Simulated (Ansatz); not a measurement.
# Cs2RbN: the cost of one run

Computed with Ansatz 0.2.0 (DFT PBE, scalar-relativistic, plane waves, PAW, unless a step's input says otherwise).

1 further run of the same task is left out (set aside as unsound or not needed).

**1. Starting point**

The structure is hexagonal, space group P6/mmm (No. 191). The conventional cell has a = 8.355 Å, b = 8.355 Å, c = 5.227 Å, α = 90.00°, β = 90.00°, γ = 120.00°. Rb (site symmetry 6/mmm) has 2 N at 2.61 Å as nearest neighbours. N (site symmetry 6/mmm) has 2 Rb at 2.61 Å as nearest neighbours.

Structure file:

```xyz
4
Lattice="8.3549 0.0000 0.0000 -4.1774 7.2355 0.0000 0.0000 0.0000 5.2273" Properties=species:S:1:pos:R:3 pbc="T T T"
Cs    0.0000    4.8237    2.6136
Cs    4.1774    2.4118    2.6136
Rb    0.0000    0.0000    2.6136
N     0.0000    0.0000    0.0000
```

It is the end of an earlier relaxation with the same method, from a generated guess; it is a trial structure. At a tolerance of 0.05 Å it has space group P6/mmm (No. 191); it has 79.00 Å³/atom, an uncorrected energy of +0.98 eV/atom over the elements.

**2. Electronic structure at the relaxed geometry**

The input, input.yaml:

```yaml
crystal:
  lattice:
    - [8.3548905508, 0.0, 0.0]
    - [-4.1774452754, 7.2355474629, 0.0]
    - [0.0, 0.0, 5.2272667375]
  atoms:
    - { symbol: Cs, position: [0.3333333333, 0.6666666667, 0.5] }
    - { symbol: Cs, position: [0.6666666667, 0.3333333333, 0.5] }
    - { symbol: Rb, position: [0.0, 0.0, 0.5] }
    - { symbol: "N", position: [0.0, 0.0, 0.0], spin: 1.69 }
basis:
  ecutwfc: 420
kpoints:
  mp_grid: { grid: [6, 6, 10] }
  band_path:
    path:
      - [[0.0, 0.0, 0.0], [0.5, 0.0, 0.0], [0.33333333, 0.33333333, 0.0], [0.0, 0.0, 0.0], [0.0, 0.0, 0.5], [0.5, 0.0, 0.5], [0.33333333, 0.33333333, 0.5], [0.0, 0.0, 0.5]]
      - [[0.5, 0.0, 0.5], [0.5, 0.0, 0.0]]
      - [[0.33333333, 0.33333333, 0.5], [0.33333333, 0.33333333, 0.0]]
    npoints: 14
hamiltonian:
  xc: pbe
scf:
  occupations: { method: gaussian, width: 0.1 }
  n_extra_bands: 10
output:
  forces: true
  stress: true
  eigenvalues: true
  populations: true
  dos: { projected: true, de: 0.02, nscf_kmesh: { grid: [8, 8, 12] } }
  bader: true
magnetization:
  spin_polarized: true
checkpoint:
  read: start.run
  write: ck
  compress: false
  write_wavefunctions: false
  write_every: 100000
```

Command:

```console
$ ansatz run input.yaml --threads 1 --pin off --max-ram 2048MiB --backend cpu --events-out ev --progress --plain --runs-dir out
```

Q: Estimate wall time and peak memory on 1 thread of Arm Neoverse V1, shared host.

About 2.7 min, with a peak of 1.2 GiB.
